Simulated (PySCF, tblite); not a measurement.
# C3H11PSi2: dynamics, then NMR shifts on frames, part 2 of 2

tblite 0.8.0 and PySCF 2.14.0. Atoms count from 0. Earlier steps stand in the parts before.

### 5 Shielding tensors: 625 fs, PBE0/pcSseg-1

The job: settings as JSON, then the geometry in Å.

```
{"job": {"kind": "nmr", "xc": "PBE0", "basis": "pcSseg-1", "pop": false}, "charge": 0, "multiplicity": 1}
Si     2.638800    -0.007300     0.332600
P      0.993800     0.986500     1.422100
Si    -0.845500    -0.102100     1.639800
C     -1.890300     1.150400     0.709400
C     -3.301900     0.817200     0.283900
C     -3.088400     1.685300     1.479800
H      3.608000     1.074600     0.036000
H      2.245900    -0.397200    -1.076000
H      3.433300    -1.103700     0.989700
H      1.451600     1.094700     2.660800
H     -0.909100    -1.404300     0.759300
H     -0.966500    -0.369500     3.133200
H     -1.449700     1.929000    -0.011800
H     -3.701000     1.459800    -0.532600
H     -3.779400    -0.131000     0.309100
H     -3.367800     2.669100     1.258800
H     -3.172500     1.219600     2.478000
```

With the program's defaults for keys left out, this is: GIAO PBE0/pcSseg-1 NMR shielding, non-relativistic, gas phase.

Output:

```text
coarse grid: 14952 points
cycle   1  E = -1040.5634213963  dE =  4.425e-01  |g| = 3.454e-01  |ddm| = 3.652e+00
cycle   2  E = -1040.5549468979  dE =  8.474e-03  |g| = 3.976e-01  |ddm| = 7.988e-01
cycle   3  E = -1040.5976897454  dE = -4.274e-02  |g| = 4.240e-02  |ddm| = 4.482e-01
cycle   4  E = -1040.5980309725  dE = -3.412e-04  |g| = 1.902e-02  |ddm| = 5.910e-02
cycle   5  E = -1040.5981170015  dE = -8.603e-05  |g| = 5.207e-03  |ddm| = 2.338e-02
cycle   6  E = -1040.5981232508  dE = -6.249e-06  |g| = 1.337e-03  |ddm| = 6.041e-03
final grid: 128496 points
cycle   7  E = -1040.6332059635  dE = -2.380e-05  |g| = 7.151e-03  |ddm| = 2.377e-02
cycle   8  E = -1040.6331989477  dE =  7.016e-06  |g| = 8.824e-03  |ddm| = 1.481e-02
cycle   9  E = -1040.6332190106  dE = -2.006e-05  |g| = 3.550e-04  |ddm| = 8.387e-03
cycle  10  E = -1040.6332190303  dE = -1.965e-08  |g| = 1.253e-04  |ddm| = 4.839e-04
cycle  11  E = -1040.6332190338  dE = -3.570e-09  |g| = 4.563e-05  |ddm| = 1.811e-04
cycle  12  E = -1040.6332190344  dE = -5.407e-10  |g| = 9.161e-06  |ddm| = 5.903e-05
converged SCF energy = -1040.6332190344

GIAO shielding tensors (ppm)
atom      isotropic    diamagn.    paramagn.     s11        s22        s33       span
  0 Si     433.914     879.045    -445.131    401.128    419.337    481.277     80.149
  1 P      645.254     972.113    -326.859    584.138    624.552    727.072    142.934
  2 Si     393.973     881.762    -487.789    343.391    367.922    470.605    127.214
  3 C      174.731     244.662     -69.931    132.175    170.646    221.373     89.198
  4 C      174.633     245.883     -71.250    142.707    174.869    206.322     63.615
  5 C      177.791     261.005     -83.214    151.138    172.844    209.391     58.253
  6 H       27.167      28.308      -1.141     22.955     25.239     33.307     10.352
  7 H       26.852      29.088      -2.236     23.445     25.207     31.903      8.458
  8 H       26.898      27.741      -0.843     22.875     24.459     33.361     10.487
  9 H       31.630      32.793      -1.163     24.379     28.869     41.643     17.264
 10 H       25.853      29.788      -3.935     21.506     25.200     30.854      9.348
 11 H       26.209      29.577      -3.369     21.792     25.356     31.477      9.685
 12 H       29.887      31.143      -1.256     21.923     28.807     38.932     17.008
 13 H       30.635      28.753       1.882     24.171     26.401     41.334     17.163
 14 H       31.120      30.054       1.066     25.690     28.366     39.305     13.615
 15 H       31.433      31.687      -0.254     25.292     26.776     42.232     16.941
 16 H       30.772      30.327       0.446     24.039     29.403     38.874     14.835
```

It took 16 s on 1 thread of Arm Neoverse V2, shared host; peak memory 0.89 GiB.

In short: δ C4 12.3, C3 12.2, C5 9.1, Si2 -44.8, H10 5.86, H11 5.51 ppm.

### 6 NMR shieldings: 800 fs, PBE0/pcSseg-1

The job: settings as JSON, then the geometry in Å.

```
{"job": {"kind": "nmr", "xc": "PBE0", "basis": "pcSseg-1", "pop": false}, "charge": 0, "multiplicity": 1}
Si     2.234600    -0.349700     0.698000
P      0.799700     0.978600     1.988000
Si    -1.171400    -0.127900     1.718400
C     -2.326800     1.143700     0.971800
C     -3.750700     0.795000     0.554100
C     -3.539400     1.683900     1.766200
H      3.408200     0.501200     0.286100
H      1.439200    -0.736200    -0.494400
H      2.692800    -1.482200     1.431200
H      1.127100     0.072100     3.019400
H     -0.990300    -1.305200     0.753700
H     -1.450700    -0.727800     3.025300
H     -1.929200     2.006900     0.561300
H     -4.114300     1.196700    -0.402100
H     -4.081900    -0.215800     0.718800
H     -3.760000     2.734300     1.666800
H     -3.660800     1.378600     2.779100
```

Method: GIAO PBE0/pcSseg-1 NMR shielding, non-relativistic, gas phase.

Output:

```text
coarse grid: 14952 points
cycle   1  E = -1040.5921553952  dE =  2.736e-01  |g| = 3.189e-01  |ddm| = 3.612e+00
cycle   2  E = -1040.5856435192  dE =  6.512e-03  |g| = 3.592e-01  |ddm| = 7.045e-01
cycle   3  E = -1040.6205003678  dE = -3.486e-02  |g| = 3.818e-02  |ddm| = 4.154e-01
cycle   4  E = -1040.6208074830  dE = -3.071e-04  |g| = 1.257e-02  |ddm| = 4.717e-02
cycle   5  E = -1040.6208395516  dE = -3.207e-05  |g| = 5.700e-03  |ddm| = 1.827e-02
cycle   6  E = -1040.6208477279  dE = -8.176e-06  |g| = 8.148e-04  |ddm| = 6.257e-03
final grid: 128496 points
cycle   7  E = -1040.6557909996  dE = -2.797e-05  |g| = 7.254e-03  |ddm| = 2.594e-02
cycle   8  E = -1040.6557836111  dE =  7.389e-06  |g| = 8.992e-03  |ddm| = 1.483e-02
cycle   9  E = -1040.6558047094  dE = -2.110e-05  |g| = 3.185e-04  |ddm| = 8.387e-03
cycle  10  E = -1040.6558047253  dE = -1.589e-08  |g| = 1.141e-04  |ddm| = 3.990e-04
cycle  11  E = -1040.6558047280  dE = -2.632e-09  |g| = 4.540e-05  |ddm| = 1.342e-04
cycle  12  E = -1040.6558047285  dE = -5.145e-10  |g| = 8.036e-06  |ddm| = 5.333e-05
converged SCF energy = -1040.6558047285

GIAO shielding tensors (ppm)
atom      isotropic    diamagn.    paramagn.     s11        s22        s33       span
  0 Si     414.669     880.684    -466.015    371.505    414.893    457.608     86.104
  1 P      677.393     968.568    -291.176    617.690    663.788    750.700    133.010
  2 Si     378.770     881.628    -502.858    329.373    362.426    444.511    115.137
  3 C      194.828     241.553     -46.725    162.032    188.079    234.372     72.340
  4 C      175.132     251.174     -76.041    147.583    173.567    204.247     56.664
  5 C      176.941     259.014     -82.073    143.843    175.630    211.349     67.506
  6 H       26.906      29.119      -2.213     23.083     24.638     32.996      9.913
  7 H       27.159      30.797      -3.639     23.159     26.493     31.824      8.665
  8 H       28.009      30.858      -2.849     23.952     26.250     33.826      9.873
  9 H       30.592      30.478       0.114     24.187     28.162     39.427     15.240
 10 H       26.449      30.955      -4.506     21.934     26.675     30.739      8.805
 11 H       27.256      31.222      -3.966     22.733     26.807     32.227      9.493
 12 H       33.039      34.062      -1.024     24.417     31.196     43.504     19.088
 13 H       30.079      29.183       0.896     24.256     25.859     40.124     15.868
 14 H       31.236      30.307       0.929     25.360     28.544     39.804     14.444
 15 H       31.127      30.538       0.589     25.334     26.601     41.444     16.110
 16 H       31.292      31.200       0.092     25.233     29.036     39.608     14.375
```

It took 16 s on 1 thread of Arm Neoverse V2, shared host; peak memory 0.89 GiB.

This run: δ C4 11.8, C5 10.0, C3 -7.9, Si2 -29.6, H10 5.27, H6 4.81 ppm.

### 7 Shielding tensors: 1000 fs, PBE0/pcSseg-1

The job: settings as JSON, then the geometry in Å.

```
{"job": {"kind": "nmr", "xc": "PBE0", "basis": "pcSseg-1", "pop": false}, "charge": 0, "multiplicity": 1}
Si     2.253300     0.153200     1.057100
P      0.591000     1.486100     2.016100
Si    -1.405800     0.568600     1.912300
C     -2.795200     1.555000     0.919700
C     -3.945500     0.902800     0.260900
C     -3.987300     1.385000     1.748100
H      2.524100    -0.905400     1.982500
H      3.412700     1.031600     0.806100
H      1.713200    -0.584500    -0.002200
H      0.796500     1.216500     3.399000
H     -1.220400    -0.657200     1.210100
H     -1.796800     0.087900     3.304500
H     -2.661600     2.486900     0.456500
H     -4.653800     1.421800    -0.405300
H     -3.754000    -0.017200    -0.085100
H     -4.714800     2.203300     2.054900
H     -3.895200     0.441300     2.311000
```

With the program's defaults for keys left out, this is: GIAO PBE0/pcSseg-1 NMR shielding, non-relativistic, gas phase.

Output:

```text
coarse grid: 14952 points
cycle   1  E = -1040.5423208578  dE =  4.329e-01  |g| = 3.513e-01  |ddm| = 3.641e+00
cycle   2  E = -1040.5335173282  dE =  8.804e-03  |g| = 4.069e-01  |ddm| = 7.518e-01
cycle   3  E = -1040.5770989712  dE = -4.358e-02  |g| = 4.409e-02  |ddm| = 4.303e-01
cycle   4  E = -1040.5775174258  dE = -4.185e-04  |g| = 1.710e-02  |ddm| = 6.263e-02
cycle   5  E = -1040.5775881618  dE = -7.074e-05  |g| = 4.444e-03  |ddm| = 2.412e-02
cycle   6  E = -1040.5775928828  dE = -4.721e-06  |g| = 9.769e-04  |ddm| = 5.912e-03
final grid: 128496 points
cycle   7  E = -1040.6112064978  dE = -2.686e-05  |g| = 6.750e-03  |ddm| = 2.720e-02
cycle   8  E = -1040.6111996056  dE =  6.892e-06  |g| = 8.459e-03  |ddm| = 1.417e-02
cycle   9  E = -1040.6112182086  dE = -1.860e-05  |g| = 4.669e-04  |ddm| = 8.185e-03
cycle  10  E = -1040.6112182491  dE = -4.041e-08  |g| = 1.666e-04  |ddm| = 5.868e-04
cycle  11  E = -1040.6112182553  dE = -6.273e-09  |g| = 4.360e-05  |ddm| = 1.723e-04
cycle  12  E = -1040.6112182558  dE = -4.602e-10  |g| = 7.023e-06  |ddm| = 6.098e-05
converged SCF energy = -1040.6112182558

GIAO shielding tensors (ppm)
atom      isotropic    diamagn.    paramagn.     s11        s22        s33       span
  0 Si     427.929     880.433    -452.503    382.261    420.622    480.904     98.643
  1 P      611.094     969.019    -357.925    546.214    596.508    690.560    144.347
  2 Si     383.436     881.336    -497.900    298.109    381.102    471.097    172.988
  3 C      187.211     240.063     -52.852    165.305    179.691    216.637     51.332
  4 C      184.927     251.399     -66.471    147.835    169.740    237.207     89.372
  5 C      174.346     268.638     -94.292    135.032    169.629    218.377     83.345
  6 H       27.758      30.102      -2.344     23.444     26.397     33.433      9.990
  7 H       27.319      28.958      -1.640     23.127     25.065     33.764     10.637
  8 H       28.394      31.711      -3.317     24.358     27.412     33.412      9.054
  9 H       29.770      29.638       0.132     22.953     28.015     38.342     15.389
 10 H       27.576      32.782      -5.206     22.380     28.725     31.622      9.242
 11 H       26.434      30.069      -3.636     20.671     27.648     30.982     10.311
 12 H       31.974      30.965       1.009     23.856     29.891     42.174     18.318
 13 H       30.837      28.546       2.292     24.339     26.422     41.752     17.413
 14 H       33.173      34.121      -0.948     25.265     31.344     42.910     17.645
 15 H       29.061      28.606       0.455     23.636     24.539     39.007     15.371
 16 H       30.880      30.638       0.242     23.841     29.266     39.532     15.691
```

Wall time 16 s (1 thread of Arm Neoverse V2, shared host); peak memory 0.89 GiB.

In short: δ C5 12.6, C4 2.0, C3 -0.3, Si2 -34.3, H11 5.28, H7 4.40 ppm.

### 8 Run by run: NMR shifts

Shifts (ppm) of some atoms, chosen among heavy atoms and hydrogens apart, with basis size and wall time:

| frame | C5 | C3 | H8 | H12 | Si2 | Si0 | P1 | functions | time |
| --- | --- | --- | --- | --- | --- | --- | --- | --- | --- |
| 250 fs | 3.5 | 2.1 | 3.00 | 0.57 | -27.1 | -87.4 | -302.9 | 178 | 23 s |
| 425 fs | 14.5 | 9.5 | 5.62 | 0.45 | -39.7 | -72.5 | -324.0 | 178 | 16 s |
| 625 fs | 9.1 | 12.2 | 4.82 | 1.83 | -44.8 | -84.8 | -326.9 | 178 | 16 s |
| 800 fs | 10.0 | -7.9 | 3.71 | -1.32 | -29.6 | -65.5 | -359.0 | 178 | 16 s |
| 1000 fs | 12.6 | -0.3 | 3.32 | -0.26 | -34.3 | -78.8 | -292.7 | 178 | 16 s |

### 9 Outcome

This closing draws on all 2 parts.

```
                                        quantity                                                                  value
                                      thermostat                                                                  600 K
                   mean temperature, second half                                                                  649 K
         mean potential energy above the minimum                                                                1.31 eV
  ¹³C shifts against TMS (PBE0/pcSseg-1, 250 fs)                                                     11.4, 3.5, 2.1 ppm
   ¹H shifts against TMS (PBE0/pcSseg-1, 250 fs)  6.41, 5.93, 4.49, 3.00, 2.85, 2.47, 2.05, 1.66, 1.26, 0.57, -0.19 ppm
 ²⁹Si shifts against TMS (PBE0/pcSseg-1, 250 fs)                                                       -27.1, -87.4 ppm
³¹P shifts against H3PO4 (PBE0/pcSseg-1, 250 fs)                                                             -302.9 ppm
           surface potential, 1st and 99th percentile                                                     -0.75 V and 1.06 V
                        range of the shift of P1                                                   -359.0 to -292.7 ppm
```

**Reading.** In the second half the potential energy averages 1.31 eV above the minimum; equipartition over 45 harmonic modes at 600 K would give 1.16 eV. With 17 atoms the temperature swings widely (346 to 906 K). Shifts at one fixed geometry are not the observed spectrum, which averages over the motion. In the first frame run (250 fs): The widest tensor belongs to P1: span 166 ppm, with a paramagnetic part of -348 ppm. Across the 5 runs the shift of P1 moves most, between -359.0 (800 fs) and -292.7 ppm (1000 fs).
